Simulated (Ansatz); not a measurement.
# KHS: basis-set convergence

The task here is to estimate one member of a computed series from the others.

Computed with Ansatz 0.2.0, Gaussian basis. Level: one geometry, several basis sets.

Levels to be run: PBE0-D4/def2-SVP; ωB97M-V/def2-SVP; PBE0-D4/def2-QZVPP; ωB97M-V/def2-QZVPP; the functionals' def2-TZVPP values are taken from earlier runs.

### The geometry

All runs share one geometry, relaxed beforehand with PBE0-D4 in a triple-zeta def2 set.

3 atoms, charge 0, spin multiplicity 1.

Atoms are counted from 1 here; the program's logs count them from 0.

Bond lengths: S1–K2 2.825 Å, S1–H3 1.344 Å. Angles: K2–S1–H3 96.0°.

Set-up of the first run:

File in.yaml:

```yaml
crystal:
  periodic: [false, false, false]
  atoms:
    - {symbol: S, position_ang: [-0.625381, -0.683165, -0.424115]}
    - {symbol: K, position_ang: [1.728007, 0.054686, 0.954426]}
    - {symbol: H, position_ang: [-1.113626, 0.563677, -0.543611]}
basis:
  gaussian: {orbitals: def2-SVP}
hamiltonian: {xc: pbe0, dispersion: d4}
output: {orbitals: {seedname: orbitals}}
```

Command:

```bash
$ ansatz run in.yaml --threads 2 --pin off --events-out ev --progress --plain --max-ram 32768MiB --backend cpu
```

Among the steps run: PBE0-D4 in def2-SVP; ωB97M-V in def2-SVP; PBE0-D4 in def2-QZVPP; ωB97M-V in def2-QZVPP.

One table of the session follows, with a row left open; its other results are not shown here.

It belongs to the step «Density functionals: the series». 

```
functional       basis  HOMO (eV)  LUMO (eV)
   PBE0-D4    def2-SVP          ?          ?
   PBE0-D4  def2-TZVPP      -4.70      -1.36
   PBE0-D4  def2-QZVPP      -4.78      -1.36
   ωB97M-V    def2-SVP      -6.47      -0.76
   ωB97M-V  def2-TZVPP      -6.83      -0.77
   ωB97M-V  def2-QZVPP      -6.93      -0.85
```

Estimate the missing values for PBE0-D4, def2-SVP.

**Answer.** HOMO (eV): -4.39; LUMO (eV): -1.38. In the column «HOMO (eV)» it is the highest.
